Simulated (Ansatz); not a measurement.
What does this script print? It uses the Python package of Ansatz (0.2.0).

`run_dimer.py`:
```python
import ansatz as az

FIRST = [
    ("C", (-0.8688, 0.6167, -0.2348)),
    ("Si", (0.2933, -0.0457, 0.9472)),
    ("S", (1.6148, -1.3325, -0.1234)),
    ("H", (-1.4248, -0.1144, -0.7408)),
    ("H", (-0.4166, 1.2361, -1.0459)),
    ("H", (-1.6243, 1.343, 0.2573)),
    ("H", (2.4267, -1.7033, 0.9401)),
]
SECOND = [
    ("C", (1.6457, 3.5475, 1.0136)),
    ("Si", (1.3688, 3.7219, 2.7684)),
    ("S", (-0.6048, 3.0186, 3.1667)),
    ("H", (0.9596, 4.0735, 0.42)),
    ("H", (1.6027, 2.5001, 0.6303)),
    ("H", (2.7055, 3.8953, 0.7033)),
    ("H", (-0.603, 3.2074, 4.5422)),
]

def energy(atoms, ghosts=()):
    molecule = az.Crystal.molecule()
    for symbol, xyz in atoms:
        molecule = molecule.atom(symbol, xyz)
    calc = (
        molecule.calculation()
        .basis(gaussian="def2-SVPD")
        .functional("r2scan")
    )
    deck = calc.input()
    if ghosts:
        deck = deck.set(az.key.basis.gaussian.ghost_atoms, [{"symbol": s, "position_ang": list(xyz)} for s, xyz in ghosts])
    return az.Session.from_dict(deck).plan().execute().report["free_energy_ev"]


def main() -> None:
    both = energy(FIRST + SECOND)
    alone = energy(FIRST) + energy(SECOND)
    ghosted = energy(FIRST, SECOND) + energy(SECOND, FIRST)
    print(f"dimer {both:.6f} eV")
    print(f"interaction, uncorrected   {23.060548 * (both - alone):8.3f} kcal/mol")
    print(f"interaction, counterpoise  {23.060548 * (both - ghosted):8.3f} kcal/mol")
    print(f"basis-set superposition    {23.060548 * (alone - ghosted):8.3f} kcal/mol")


if __name__ == "__main__":
    main()
```

```console
$ python run_dimer.py
dimer -39612.137870 eV
interaction, uncorrected     -0.834 kcal/mol
interaction, counterpoise     0.179 kcal/mol
basis-set superposition       1.013 kcal/mol
```

Uncorrected it is -0.834 kcal/mol, with the counterpoise correction 0.179 kcal/mol; the difference, 1.013 kcal/mol, is the superposition error. The sign changes with the correction, so this basis doesn't settle it.

Caveats:
- Total energies depend on the basis set; only differences at equal settings carry meaning.
- The dimer is a generated trial pose of unrelaxed monomers, not a minimum, so the figure is no binding energy, and the basis set is small.
- This level lacks the dispersion part of the attraction (electrostatics and induction are there), which can decide the sign where the interaction is weak.
- Run time: 62 s on 1 thread of Arm Neoverse V1 (shared host), peak memory 0.41 GiB.
